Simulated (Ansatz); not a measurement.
From input file to script: W, space group Fm-3m in Ansatz 0.2.0.

```yaml
crystal:
  lattice:
    - [0.0, 2.03, 2.03]
    - [2.03, 0.0, 2.03]
    - [2.03, 2.03, 0.0]
  atoms:
    - { symbol: W, position: [0.0, 0.0, 0.0] }
kpoints:
  mp_grid:
    grid: [18, 18, 18]
hamiltonian:
  xc: pbesol
  pseudopotentials:
    kind: paw
scf:
  occupations:
    method: fermi_dirac
    width: 0.05
elastic:
  mode: relaxed_ion
```

Script `elastic.py`:
```python
"""Stiffness tensor and moduli of W."""

import logging
import sys

import ansatz as az
import numpy as np

logging.basicConfig(stream=sys.stdout, format="%(name)s: %(message)s")
log = logging.getLogger("w")
log.setLevel(logging.INFO)

vectors = np.array([
    [0.0, 2.03, 2.03],
    [2.03, 0.0, 2.03],
    [2.03, 2.03, 0.0],
])
material = az.Lattice.of(vectors).atom("W", [0.0, 0.0, 0.0])

base = material.calculation()
base = base.functional(az.Functional.PBESOL).pseudopotentials("paw")
base = base.occupations("Fermi-Dirac", width=50 * az.meV).kpoints(18, 18, 18)
out = base.elastic("relaxed-ion").run()
elastic = out.elastic

C = np.asarray(elastic.c_gpa)
for i in range(6):
    for j in range(i, 6):
        if abs(C[i, j]) > 0.05:
            log.info(f"C{i + 1}{j + 1} = {C[i, j]:.1f} GPa")
print("smallest eigenvalue of C:", round(elastic.stability.min_eigenvalue_gpa, 1), "GPa; tensor positive definite:", elastic.stability.min_eigenvalue_gpa > 0)
# averaged moduli need a positive definite tensor
if elastic.stability.min_eigenvalue_gpa > 0:
    m = elastic.moduli
    anisotropy = 5 * m.g_voigt_gpa / m.g_reuss_gpa + m.k_voigt_gpa / m.k_reuss_gpa - 6
    log.info(f"Voigt K {m.k_voigt_gpa:.1f} G {m.g_voigt_gpa:.1f}; Reuss K {m.k_reuss_gpa:.1f} G {m.g_reuss_gpa:.1f}; universal anisotropy index {anisotropy:.3f}")
    S = np.linalg.inv(elastic.c_gpa)
    print("Young modulus along x, y, z (GPa):", np.round(1 / np.diag(S)[:3], 1))
    print("linear compressibility along x, y, z (1/TPa):", np.round(1000 * S[:3, :3].sum(axis=1), 2))
```

```console
$ python elastic.py
DeckWarning: basis.ecutwfc = 420 eV, auto-derived from the records' recommended cutoffs: set by W (normal level)
w: C11 = 40.1 GPa
w: C12 = 354.4 GPa
w: C13 = 354.4 GPa
w: C22 = 40.1 GPa
w: C23 = 354.4 GPa
w: C33 = 40.1 GPa
w: C44 = -173.7 GPa
w: C55 = -173.7 GPa
w: C66 = -173.7 GPa
smallest eigenvalue of C: -314.3 GPa; tensor positive definite: False
```
(Warnings from the package without file and line.)

Caveats:
- The cell isn't relaxed first, so the values belong to this volume.
- Spin-orbit coupling, which matters for elements this heavy, is left out.
- At these settings the cell as given stands under about -13 GPa, so it isn't at this functional's equilibrium volume.
- This isn't the structure that W takes at ambient conditions.
- Shear constants of a metal converge slowly with the k-point mesh and can be wrong in sign on a coarse one; the constants belong to the cell that was strained.
- The whole script took 43 s on 1 thread of Intel(R) Xeon(R) Processor @ 2.30GHz, with other jobs on the host, peak memory 0.64 GiB.

(A comment or docstring line of the script was reworded after the run, the code is as it ran; lines on the test bed's own set-up are left out of the output.)
